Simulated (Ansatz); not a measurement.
What does this script print? It uses Ansatz's Python interface.

`cca.xyz`
```text
2

Ca    0.00000    0.00000    0.00000
C     0.00000    0.00000    2.40000
```

`cca_basis.py`:
```python
import ansatz as az

FUNCTIONAL = "HF"
CHARGE = 1

molecule = az.Crystal.molecule_from_extxyz("cca.xyz")

setup = molecule.calculation()
setup = setup.functional(FUNCTIONAL).charge(CHARGE)
setup = setup.spin("collinear", total=1)

energies = {}
for basis in ["STO-3G", "6-31G", "6-31G*", "def2-SVP", "def2-SVPD", "def2-TZVP", "def2-TZVPP"]:
    report = setup.basis(gaussian=basis).run(threads=1).report
    size = report["n_frozen"] + report["n_occupied"][0] + report["n_virtual"][0]
    energies[basis] = (report["reference_energy_ev"] / 27.211386246, report["free_energy_ev"] / 27.211386246)
    print(f"{basis:14s} {size:4d} orbitals  reference {energies[basis][0]:14.6f} Ha  total {energies[basis][1]:14.6f} Ha")

last = energies["def2-TZVPP"][1]
for basis, (_, total) in energies.items():
    print(f"{basis:14s} lies {27.211386 * (total - last):9.4f} eV above def2-TZVPP")
```

```console
$ python cca_basis.py
STO-3G           18 orbitals  reference    -707.048085 Ha  total    -707.048085 Ha
6-31G            38 orbitals  reference    -714.199975 Ha  total    -714.199975 Ha
6-31G*           50 orbitals  reference    -714.211500 Ha  total    -714.211500 Ha
def2-SVP         38 orbitals  reference    -714.127298 Ha  total    -714.127298 Ha
def2-SVPD        47 orbitals  reference    -714.134526 Ha  total    -714.134526 Ha
def2-TZVP        67 orbitals  reference    -714.264136 Ha  total    -714.264136 Ha
def2-TZVPP       67 orbitals  reference    -714.264136 Ha  total    -714.264136 Ha
STO-3G         lies  196.3587 eV above def2-TZVPP
6-31G          lies    1.7459 eV above def2-TZVPP
6-31G*         lies    1.4323 eV above def2-TZVPP
def2-SVP       lies    3.7235 eV above def2-TZVPP
def2-SVPD      lies    3.5269 eV above def2-TZVPP
def2-TZVP      lies    0.0000 eV above def2-TZVPP
def2-TZVPP     lies    0.0000 eV above def2-TZVPP
```

Against STO-3G: 6-31G -7151.9 mHa, 6-31G* -7163.4 mHa, def2-SVP -7079.2 mHa, def2-SVPD -7086.4 mHa, def2-TZVP -7216.1 mHa and def2-TZVPP -7216.1 mHa. The last step alone is +0.00 mHa (these two sets differ little on atoms other than hydrogen).

What to keep in mind:
- The drop along the ladder measures the basis error, and is no property of the molecule.
- The geometry is a force-field or estimated start, not a minimum of this method, and the last set is no limit. Much of the fall in a total is atomic energy, which cancels in bond and reaction energies.
- The run takes the species as open-shell (spin multiplicity 2), which needn't be its ground state.
- The expectation value of S² is noticeably off S(S+1) in at least one run, so that state is spin-contaminated.
- Totals across families of basis sets mostly measure their core functions.
- The spin state was assumed, and another may lie lower.
- Finished in 15 s on 1 thread of Arm Neoverse V2 (shared host), peak memory 0.21 GiB.
